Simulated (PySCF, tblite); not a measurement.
# C3H4FN3: geometry, infrared bands, NMR shifts and spin-spin couplings

What infrared bands, NMR shifts and spin-spin couplings should C3H4FN3 (`Cn1ncc(F)n1`) show?

The runs use tblite 0.8.0 and PySCF 2.14.0, with density-fitted response routines of our own; the level of theory stands in each step. All values are computed, except where a source is named. Atoms are numbered from 0 throughout.

## Step 1: The starting structure

11 atoms, charge 0, multiplicity 1; geometry from: force field or distance geometry start.

Bonds of the start (Å): C0–N1 1.44, N1–N2 1.34, N2–C3 1.33, C3–C4 1.36, C4–F5 1.36, C4–N6 1.33, N6–N1 1.33, C0–H7 1.11, C0–H8 1.11, C0–H9 1.10, C3–H10 1.08.

## Step 2: Geometry optimisation with GFN2-xTB

What the job is given:

```
{"job": {"kind": "relax", "xc": "GFN2-xTB", "basis": "xTB"}, "charge": 0, "multiplicity": 1}
C     -1.849000    -0.119100     0.137600
N     -0.417500    -0.003900     0.020000
N      0.372000    -1.033900    -0.330000
C      1.619200    -0.576200    -0.336900
C      1.592900     0.730300     0.053000
F      2.629600     1.603100     0.188900
N      0.321700     1.072000     0.259500
H     -2.244500    -1.050300    -0.330900
H     -2.130800    -0.194200     1.208700
H     -2.385900     0.724800    -0.321500
H      2.497800    -1.150000    -0.574300
```

On the command line:

```
$ OMP_NUM_THREADS=1 python probes_run.py task.json out
```

One launch serves the whole session: the jobs run in the order shown.

**Question.** This job is followed by: GFN2-xTB harmonic vibrations, gas phase; GIAO PBE0/pcSseg-1 NMR shielding, non-relativistic, gas phase; B3LYP/pcJ-1 indirect spin-spin coupling, non-relativistic, gas phase. What will the session give for the following? strongest single infrared mode (GFN2-xTB); zero-point energy (GFN2-xTB); 13C shifts against TMS (PBE0/pcSseg-1); 1H shifts against TMS (PBE0/pcSseg-1, means over atoms taken as alike); 15N shifts against NH3 (PBE0/pcSseg-1); 19F shifts against CFCl3 (PBE0/pcSseg-1); largest coupling of the table (B3LYP/pcJ-1).

As calculated:

| quantity | value |
| --- | --- |
| strongest single infrared mode (GFN2-xTB) | 1541 cm⁻¹, 161 km/mol |
| zero-point energy (GFN2-xTB) | 48.2 kcal/mol |
| 13C shifts against TMS (PBE0/pcSseg-1) | 172.8, 121.9, 42.5 ppm |
| 1H shifts against TMS (PBE0/pcSseg-1, means over atoms taken as alike) | 7.15, 4.16 ppm |
| 15N shifts against NH3 (PBE0/pcSseg-1) | 372.9, 333.3, 250.0 ppm |
| 19F shifts against CFCl3 (PBE0/pcSseg-1) | -154.2 ppm |
| largest coupling of the table (B3LYP/pcJ-1) | 1J(C,F) C4–F5, -323.5 Hz |

What this shows: Over 24 steps the energy fell by 0.265 eV; of the close pairs, C4–F5 changed most, 1.362 to 1.323 Å. The lowest mode is slightly imaginary (17i cm⁻¹), a soft motion within the noise of the Hessian, so the minimum is not strictly shown. The strongest single mode, at 1541 cm⁻¹, moves mainly C4. Unscaled tight-binding wavenumbers are off by several per cent, some by more. Its intensities can rank the bands wrongly. At PBE0/pcSseg-1: Shielding is most anisotropic at N2 (span 489 ppm, paramagnetic term -429 ppm). NICS(1)zz of -31 ppm above the planar ring from N1 marks a diatropic (aromatic) ring current. Of the pairs tabulated at B3LYP/pcJ-1, C4–F5 couples most strongly (-323.5 Hz; Fermi contact -316.2 Hz).
